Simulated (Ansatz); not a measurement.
# BS2Br (SMILES BrB1SS1): one structure at several levels

Aim: energy, forces and dipole at a structure displaced at random from a GFN2-xTB minimum, from CCSD(T) and from density functionals.

Method: single points in def2-TZVPP; program: Ansatz 0.2.0, Gaussian basis.

Correlated methods freeze the cores. Filled d shells of the heavier atoms are correlated.

### 1 The system as given

SMILES `BrB1SS1`, 4 atoms, charge 0, spin multiplicity 1.

Atoms are counted from 1 here; the program's logs count them from 0.

Bond lengths: Br1–B2 1.856 Å, B2–S3 1.741 Å, B2–S4 1.749 Å, S3–S4 2.156 Å. Angles: Br1–B2–S3 141.2°, Br1–B2–S4 142.5°, S3–B2–S4 76.3°, B2–S3–S4 52.0°, B2–S4–S3 51.7°.

Geometry (Å):

```xyz
4

Br   -2.0381   -0.4029   -0.0891
B    -0.2210   -0.0399    0.0116
S     0.9172    1.2576   -0.2153
S     1.3224   -0.7727    0.3868
```

### 2 CCSD(T)/def2-TZVPP

The input, run/in.yaml:

```yaml
crystal:
  periodic: [false, false, false]
  atoms:
    - {symbol: Br, position_ang: [-2.038100, -0.402900, -0.089100]}
    - {symbol: B, position_ang: [-0.221000, -0.039900, 0.011600]}
    - {symbol: S, position_ang: [0.917200, 1.257600, -0.215300]}
    - {symbol: S, position_ang: [1.322400, -0.772700, 0.386800]}
basis:
  gaussian: {orbitals: def2-TZVPP}
correlation: {method: ccsd_t}
output: {forces: true}
```

The command line of these runs was not kept.

### 3 PBE0-D4/def2-TZVPP

run/in.yaml: that of step 2 with these lines changed.

```diff
@@ -9,3 +9,3 @@
   gaussian: {orbitals: def2-TZVPP}
-correlation: {method: ccsd_t}
-output: {forces: true}
+hamiltonian: {xc: pbe0, dispersion: d4}
+output: {forces: true, orbitals: {seedname: orbitals}}
```

### 4 wB97M-V/def2-TZVPP

run/in.yaml: that of step 3 with these lines changed.

```diff
@@ -9,3 +9,3 @@
   gaussian: {orbitals: def2-TZVPP}
-hamiltonian: {xc: pbe0, dispersion: d4}
-output: {forces: true, orbitals: {seedname: orbitals}}
+hamiltonian: {xc: {name: wB97M-V}}
+output: {forces: true}
```

### 5 r2SCAN-D4/def2-TZVPP

run/in.yaml: that of step 4 with these lines changed.

```diff
@@ -9,3 +9,3 @@
   gaussian: {orbitals: def2-TZVPP}
-hamiltonian: {xc: {name: wB97M-V}}
+hamiltonian: {xc: r2scan, dispersion: d4}
 output: {forces: true}
```

### 6 PBE-D4/def2-TZVPP

run/in.yaml: that of step 5 with these lines changed.

```diff
@@ -9,3 +9,3 @@
   gaussian: {orbitals: def2-TZVPP}
-hamiltonian: {xc: r2scan, dispersion: d4}
+hamiltonian: {xc: pbe, dispersion: d4}
 output: {forces: true}
```

### 7 BLYP-D4/def2-TZVPP

run/in.yaml: that of step 6 with these lines changed.

```diff
@@ -9,3 +9,3 @@
   gaussian: {orbitals: def2-TZVPP}
-hamiltonian: {xc: pbe, dispersion: d4}
+hamiltonian: {xc: {name: BLYP}, dispersion: d4}
 output: {forces: true}
```

### 8 r2SCANh-D4/def2-TZVPP

run/in.yaml: that of step 7 with these lines changed.

```diff
@@ -9,3 +9,3 @@
   gaussian: {orbitals: def2-TZVPP}
-hamiltonian: {xc: {name: BLYP}, dispersion: d4}
+hamiltonian: {xc: {name: r2SCANh}, dispersion: d4}
 output: {forces: true}
```

(Steps that only read results are left out.)

**Question.** What will these runs give? Wanted: energy less free atoms, CCSD(T)/def2-TZVPP; RMS force component; RMS force error; HOMO and LUMO, PBE0-D4; T1 diagnostic.

**Answer**, as computed:

| quantity | value |
| --- | --- |
| energy less free atoms, CCSD(T)/def2-TZVPP | -1218.0 kJ/mol |
| RMS force component | 0.302 to 0.705 eV/Å over the methods |
| RMS force error | PBE0-D4 0.270, wB97M-V 0.239, r2SCAN-D4 0.160, PBE-D4 0.052, BLYP-D4 0.191, r2SCANh-D4 0.231 eV/Å |
| HOMO and LUMO, PBE0-D4 | -6.77 and -2.38 eV |
| T1 diagnostic | 0.013 |

In words: Against CCSD(T) the functionals' energies less atoms differ by -150.8 to -57.7 kJ/mol, PBE-D4 by -150.8 kJ/mol. The reference is not at the basis limit: in triple zeta CCSD(T) underbinds, which counts against methods that bind more; the gaps are no ranking. The forces of PBE-D4 come nearest to CCSD(T), those of PBE0-D4 are farthest. Frozen-core CCSD(T) forces in triple zeta carry basis errors of their own, and this is one geometry, so small gaps rank nothing.
